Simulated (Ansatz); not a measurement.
# C₃H₆F₂Si: how energies converge with the basis set

Aim: see how fast density functionals converge with the basis set for C₃H₆F₂Si.

Method: one geometry, several basis sets; program: Ansatz 0.2.0, Gaussian basis.

The runs, in order: PBE0-D4/def2-SVP; ωB97M-V/def2-SVP; PBE0-D4/def2-QZVPP; ωB97M-V/def2-QZVPP; the functionals' def2-TZVPP values are taken from earlier runs.

## 1. The geometry

All runs share one geometry, relaxed beforehand with PBE0-D4 in a triple-zeta def2 set.

SMILES `FC[Si]1(F)CC1`, 12 atoms, charge 0, spin multiplicity 1.

Atoms are counted from 1 here; the program's logs count them from 0.

Bond lengths: F1–C2 1.388 Å, C2–Si3 1.882 Å, C2–H7 1.095 Å, C2–H8 1.095 Å, Si3–F4 1.598 Å, Si3–C5 1.814 Å, Si3–C6 1.814 Å, C5–C6 1.585 Å, C5–H9 1.086 Å, C5–H10 1.086 Å, C6–H11 1.086 Å, C6–H12 1.086 Å. Angles: F1–C2–Si3 108.8°, F1–C2–H7 108.6°, F1–C2–H8 108.6°, Si3–C2–H7 111.5°, Si3–C2–H8 111.5°, H7–C2–H8 107.8°, C2–Si3–F4 107.9°, C2–Si3–C5 123.1°, C2–Si3–C6 123.1°, F4–Si3–C5 120.8°, F4–Si3–C6 120.8°, C5–Si3–C6 51.8°, Si3–C5–C6 64.1°, Si3–C5–H9 120.6°, Si3–C5–H10 120.5°, C6–C5–H9 115.6°, C6–C5–H10 114.9°, H9–C5–H10 112.4° and more.

## 2. PBE0-D4 in def2-SVP

File in.yaml:

```yaml
crystal:
  periodic: [false, false, false]
  atoms:
    - {symbol: F, position_ang: [0.621112, -1.756876, 1.378249]}
    - {symbol: C, position_ang: [0.743784, -1.735858, -0.004379]}
    - {symbol: Si, position_ang: [0.102781, -0.086374, -0.644920]}
    - {symbol: F, position_ang: [0.253332, -0.085298, -2.235393]}
    - {symbol: C, position_ang: [0.220451, 1.457591, 0.300962]}
    - {symbol: C, position_ang: [-1.232210, 0.839179, 0.163479]}
    - {symbol: H, position_ang: [1.797025, -1.885312, -0.263437]}
    - {symbol: H, position_ang: [0.174942, -2.575053, -0.417833]}
    - {symbol: H, position_ang: [0.635622, 1.460117, 1.304200]}
    - {symbol: H, position_ang: [0.362947, 2.406018, -0.208198]}
    - {symbol: H, position_ang: [-1.675733, 0.474729, 1.085076]}
    - {symbol: H, position_ang: [-1.926855, 1.432039, -0.423904]}
basis:
  gaussian: {orbitals: def2-SVP}
hamiltonian: {xc: pbe0, dispersion: d4}
output: {orbitals: {seedname: orbitals}}
```

Started as:

```sh
ansatz run in.yaml --threads 4 --pin off --events-out ev --progress --plain --max-ram 10444MiB
```

The runs that follow: ωB97M-V in def2-SVP; PBE0-D4 in def2-QZVPP; ωB97M-V in def2-QZVPP.

**Question.** What will the summary of the whole plan be? Wanted: PBE0-D4: double and triple zeta above quadruple; ωB97M-V: double and triple zeta above quadruple.

As calculated:

```
                                       quantity           value
PBE0-D4: double and triple zeta above quadruple  14.07, 0.74 eV
ωB97M-V: double and triple zeta above quadruple  14.35, 0.70 eV
```

PBE0-D4 gains 13.33 eV from double to triple zeta, then 0.74 eV more. These are total energies; as a rule much of such shifts cancels in differences, which this series doesn't test. The LUMO of ωB97M-V is positive and keeps falling with the basis (2.79 to 1.48 eV): an unbound level that the basis holds in place.
